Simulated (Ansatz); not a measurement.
# F₂H₂HfSe₂: ionisation energy by level of theory

How much energy removes an electron from F₂H₂HfSe₂ at fixed geometry? The cation is run at each level and the neutral's energy taken from earlier runs.

The runs use Ansatz 0.2.0, Gaussian basis; unrestricted cation, the program's frozen cores in correlated methods.

Plan: UKS PBE-D4/def2-TZVPP; UKS r2SCAN-D4/def2-TZVPP; UKS PBE0-D4/def2-TZVPP; UKS B3LYP-D4/def2-TZVPP; UKS wB97X-V/def2-TZVPP; UKS wB97M-V/def2-TZVPP; UKS B2PLYP/def2-TZVPP; UHF-CCSD(T)/def2-TZVPP; UHF-MP2/def2-QZVPP; extrapolation to the limit; then −ε(HOMO) from the neutral's earlier runs with LDA (SPW92), PBE-D4, revPBE-D4, BLYP-D4, r2SCAN-D4, B97M-V, PBE0-D4, B3LYP-D4, r2SCANh-D4, r2SCAN0-D4, HSE06-D4, BHLYP-D4, CAM-B3LYP-D4, LC-ωPBE, ωB97X-V, ωB97M-V.

### 1 The relaxed structure

An earlier PBE0-D4 in a triple-zeta def2 set relaxation fixed the geometry. Hf takes the def2 core potential; no spin-orbit term is included.

7 atoms, charge 0, spin multiplicity 1.

Atoms are counted from 1 here; the program's logs count them from 0.

Bond lengths: F1–Hf2 1.889 Å, Hf2–F3 1.891 Å, Hf2–Se4 2.563 Å, Hf2–Se5 2.572 Å, Se4–H6 1.475 Å, Se5–H7 1.475 Å. Angles: F1–Hf2–F3 110.9°, F1–Hf2–Se4 107.7°, F1–Hf2–Se5 111.2°, F3–Hf2–Se4 112.3°, F3–Hf2–Se5 108.2°, Se4–Hf2–Se5 106.5°, Hf2–Se4–H6 87.1°, Hf2–Se5–H7 88.9°.

### 2 Cation, UKS PBE-D4/def2-TZVPP

File in.yaml:

```yaml
crystal:
  periodic: [false, false, false]
  atoms:
    - {symbol: F, position_ang: [0.508313, -2.287449, -0.512175]}
    - {symbol: Hf, position_ang: [0.139181, -0.533564, 0.085392]}
    - {symbol: F, position_ang: [1.183335, -0.103772, 1.601671]}
    - {symbol: Se, position_ang: [-2.374679, -0.385714, 0.563279]}
    - {symbol: Se, position_ang: [0.637017, 1.197405, -1.750573]}
    - {symbol: H, position_ang: [-2.084023, 0.856850, 1.302431]}
    - {symbol: H, position_ang: [2.052055, 1.188345, -1.335626]}
basis:
  gaussian: {orbitals: def2-TZVPP}
total_charge: 1
magnetization: {spin_polarized: true, initial_magnetization: 1}
hamiltonian: {xc: pbe, dispersion: d4}
```

Launch:

```console
$ ansatz run in.yaml --threads 2 --pin off --events-out ev --progress --plain --max-ram 32768MiB --backend cpu
```

Further steps of the session: Cation, UKS r2SCAN-D4/def2-TZVPP; Cation, UKS PBE0-D4/def2-TZVPP; Cation, UKS B3LYP-D4/def2-TZVPP; Cation, UKS wB97X-V/def2-TZVPP; Cation, UKS wB97M-V/def2-TZVPP; Cation, UKS B2PLYP (frozen core)/def2-TZVPP; Cation, UHF-CCSD(T)/def2-TZVPP; Cation, UHF-MP2/def2-QZVPP.

**Question.** What will the summary of the whole plan be? Wanted: ionisation energy, CCSD(T)/CBS; nearest functional by difference; nearest −ε(HOMO); −ε(HOMO) of PBE; T1 of the cation.

**Answer**, as computed:

| quantity | value |
| --- | --- |
| ionisation energy, CCSD(T)/CBS | 9.82 eV |
| nearest functional by difference | ωB97X-V (-0.14 eV) |
| nearest −ε(HOMO) | ωB97X-V (-0.06 eV) |
| −ε(HOMO) of PBE | 6.38 eV |
| T1 of the cation | 0.022 |

**Reading.** By cation minus neutral, the functionals miss by 0.78 eV at most. −ε(HOMO) of PBE misses by 3.4 eV, since self-interaction lifts the level. Among orbital estimates ωB97X-V comes nearest. Hartree-Fock falls 1.04 eV short, as the neutral has more correlation energy than the cation. Correlated methods include outer-core shells of Hf, Se, which these sets cover unevenly. With outer-core shells in play the reference is unsure by up to some tenths of an eV, so close misses can't be ranked.
